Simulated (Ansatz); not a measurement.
# CH6AlNSi: the cost of one run

Computed with Ansatz 0.2.0 through its Python package. Level of theory: Hartree-Fock/def2-SVP.

### Step 1. The structure

Bond lengths: Al1–N2 1.845 Å, N2–C3 1.274 Å, C3–Si4 1.886 Å, Al1–H5 1.625 Å, Al1–H6 1.660 Å, C3–H7 1.071 Å, Si4–H8 1.492 Å, Si4–H9 1.417 Å, Si4–H10 1.429 Å. Angles: Al1–N2–C3 120.7°, N2–Al1–H5 122.6°, N2–Al1–H6 120.9°, H5–Al1–H6 116.5°, N2–C3–Si4 119.0°, N2–C3–H7 123.6°, Si4–C3–H7 116.9°, C3–Si4–H8 105.5°, C3–Si4–H9 110.2°, C3–Si4–H10 112.1°, H8–Si4–H9 107.4°, H8–Si4–H10 107.9°, H9–Si4–H10 113.4°.

ch6alnsi.xyz, read by the script:

```xyz
10

Al   -1.09780    2.07070   -0.73270
N    -0.37280    0.72670    0.30220
C     0.10990   -0.32130   -0.23740
Si    0.94980   -1.60870    0.85530
H    -1.17390    1.98310   -2.35390
H    -1.76790    3.41810   -0.03280
H     0.17960   -0.46400   -1.29650
H    -0.11780   -2.12020    1.76270
H     1.39640   -2.69940    0.06950
H     1.97750   -1.03630    1.66650
```

### Step 2. Script

File scan_ch6alnsi.py:

```python
from dataclasses import dataclass

import ansatz as az
import numpy as np


@dataclass
class Settings:
    basis_set: str = 'def2-SVP'
    functional: str = 'HF'


cfg = Settings()

geometry = az.Crystal.molecule_from_extxyz('ch6alnsi.xyz')

symbols = [site.symbol for site in geometry.cartesian_sites]
start = np.array([site.position_ang for site in geometry.cartesian_sites])
axis = (start[3] - start[2]) / np.linalg.norm(start[3] - start[2])
moving = [3, 7, 8, 9]
lengths, energies = [1.66, 1.735, 1.811, 1.886, 1.961, 2.037, 2.112, 2.225], []
for length in lengths:
    xyz = start.copy()
    xyz[moving] += (length - np.linalg.norm(start[3] - start[2])) * axis
    point = az.Crystal.molecule()
    for symbol, place in zip(symbols, xyz):
        point = point.atom(symbol, place.tolist())
    calc = (
        point.calculation()
        .basis(gaussian=cfg.basis_set)
        .functional(cfg.functional)
    )
    r = calc.run(threads=1, pin='off').report
    energies.append(r['free_energy_ev'])
    print(f'r = {length:6.3f} A  E = {energies[-1]:.5f} eV  <S^2> = {abs(r["mean_field"]["state"]["spin_squared"]):.3f}')

fit = np.polynomial.Polynomial.fit(lengths, np.array(energies) - min(energies), 4).convert()
roots = [r.real for r in fit.deriv().roots() if abs(r.imag) < 1e-9 and fit.deriv(2)(r.real) > 0]
r_e = min(roots, key=lambda r: abs(r - lengths[int(np.argmin(energies))]))
print(f'minimum of the fit at {r_e:.4f} A, force constant {fit.deriv(2)(r_e):.2f} eV/A^2')
```

### Step 3. What the engine is handed

The engine receives this input (first run):

```yaml
crystal:
  periodic: [false, false, false]
  atoms:
    - { symbol: Al, position_ang: [-1.0978, 2.0707, -0.7327] }
    - { symbol: "N", position_ang: [-0.3728, 0.7267, 0.3022] }
    - { symbol: C, position_ang: [0.1099, -0.3213, -0.2374] }
    - { symbol: Si, position_ang: [0.8491723747831373, -1.4544578227120026, 0.7243846457025052] }
    - { symbol: H, position_ang: [-1.1739, 1.9831, -2.3539] }
    - { symbol: H, position_ang: [-1.7679, 3.4181, -0.0328] }
    - { symbol: H, position_ang: [0.1796, -0.464, -1.2965] }
    - { symbol: H, position_ang: [-0.21842762521686268, -1.9659578227120027, 1.6317846457025051] }
    - { symbol: H, position_ang: [1.2957723747831373, -2.545157822712002, -0.061415354297494756] }
    - { symbol: H, position_ang: [1.8768723747831373, -0.8820578227120026, 1.5355846457025053] }
basis:
  gaussian:
    orbitals: def2-SVP
hamiltonian:
  xc: hf
```

### Step 4. Launch

Started as:

```console
python scan_ch6alnsi.py
```

**Question.** How long does this script take on 1 thread of Arm Neoverse V1, shared host, and how much memory does it need?

About 8.4 s, with a peak of 0.22 GiB.
